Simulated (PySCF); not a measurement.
# C12H2: the cost of one run

Computed with PySCF 2.14.0, with density-fitted response routines of our own, on a single molecule, in the gas phase or a continuum. Atoms are numbered from 0 throughout.

**1. Starting geometry**

14 atoms, charge 0, multiplicity 1; geometry from: GFN2-xTB.

Bonds of the start (Å): C0–C1 1.21, C1–C2 1.35, C2–C3 1.22, C3–C4 1.33, C4–C5 1.23, C5–C6 1.33, C6–C7 1.23, C7–C8 1.33, C8–C9 1.22, C9–C10 1.35, C10–C11 1.21, C0–H12 1.05, C11–H13 1.05.

**2. Relaxing the molecule at PBE0-D3(BJ)/def2-SVP**

Job settings and geometry (Å):

```
{"job": {"xc": "PBE0", "basis": "def2-SVP", "d3": "d3bj", "grid": 2, "kind": "geom"}, "charge": 0, "multiplicity": 1}
C      0.000000     0.000000    -7.000720
C      0.000000     0.000000    -5.792170
C      0.000000     0.000000    -4.446530
C      0.000000     0.000000    -3.223720
C      0.000000     0.000000    -1.891240
C      0.000000     0.000000    -0.664430
C      0.000000     0.000000     0.665070
C      0.000000     0.000000     1.891800
C      0.000000     0.000000     3.223970
C      0.000000     0.000000     4.446600
C      0.000000     0.000000     5.791830
C      0.000000     0.000000     7.000250
H      0.000000     0.000000    -8.048960
H      0.000000     0.000000     8.048260
```

**Question.** How long does this first job take on 8 threads of Intel Xeon Platinum 8488C (Sapphire Rapids), shared host?

About 45 s.
